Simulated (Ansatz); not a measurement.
# Ge2H6O3: the cost of one run

Computed with Ansatz 0.2.0 (DFT PBE0, Gaussian basis def2-svp, unless a step's input says otherwise).

### 1 The starting structure

Bond lengths: Ge1–O2 1.789 Å, Ge1–O3 1.789 Å, Ge1–O4 1.789 Å, Ge1–Ge5 2.393 Å, O2–H6 0.990 Å, O3–H7 0.990 Å, O4–H8 0.990 Å, Ge5–H9 1.550 Å, Ge5–H10 1.550 Å, Ge5–H11 1.550 Å. Angles (14 of 15 angles, heavy atoms first): O2–Ge1–O3 109.5°, O2–Ge1–O4 109.6°, O2–Ge1–Ge5 109.4°, O3–Ge1–O4 109.6°, O3–Ge1–Ge5 109.4°, O4–Ge1–Ge5 109.4°, Ge1–O2–H6 104.5°, Ge1–O3–H7 104.6°, Ge1–O4–H8 104.6°, Ge1–Ge5–H9 109.3°, Ge1–Ge5–H10 109.4°, Ge1–Ge5–H11 109.4°, H9–Ge5–H10 109.5°, H9–Ge5–H11 109.6°.

As a file:

```xyz
11

Ge   -0.5389    0.0827   -0.0673
O    -1.1480    0.3513    1.5932
O    -1.0818    1.4182   -1.1265
O    -1.1684   -1.4710   -0.6922
Ge    1.8530    0.0157   -0.0365
H    -0.7939   -0.4126    2.1143
H    -2.0700    1.3966   -1.0679
H    -2.1528   -1.3845   -0.6287
H     2.3224   -1.1386    0.8852
H     2.3984    1.3632    0.5012
H     2.3800   -0.2210   -1.4749
```

### 2 Relaxing the atoms: Ge2H6O3

File input.yaml:

```yaml
crystal:
  periodic: [false, false, false]
  atoms:
    - { symbol: Ge, position_ang: [-0.538858, 0.082665, -0.067336] }
    - { symbol: O, position_ang: [-1.147997, 0.351342, 1.593196] }
    - { symbol: O, position_ang: [-1.081775, 1.418212, -1.126542] }
    - { symbol: O, position_ang: [-1.168434, -1.471048, -0.692187] }
    - { symbol: Ge, position_ang: [1.853014, 0.015679, -0.03655] }
    - { symbol: H, position_ang: [-0.793922, -0.412602, 2.114332] }
    - { symbol: H, position_ang: [-2.070023, 1.396647, -1.067859] }
    - { symbol: H, position_ang: [-2.152809, -1.384458, -0.628666] }
    - { symbol: H, position_ang: [2.322426, -1.138612, 0.885239] }
    - { symbol: H, position_ang: [2.398385, 1.363191, 0.501229] }
    - { symbol: H, position_ang: [2.379994, -0.221017, -1.474855] }
basis:
  gaussian: { orbitals: def2-svp }
hamiltonian:
  xc: pbe0
magnetization:
  spin_polarized: false
relax:
  f_tol: 0.02
  max_steps: 100
scf:
  lower_state_search: "off"
```

Run with:

```bash
ansatz run input.yaml --threads 2 --pin off --max-ram 8192MiB --backend cpu --events-out ev --progress --plain --runs-dir out
```

Q: Estimate wall time and peak memory on 2 threads of Intel Xeon at 2.30GHz, shared host.

About 84 s, with a peak of 0.37 GiB.
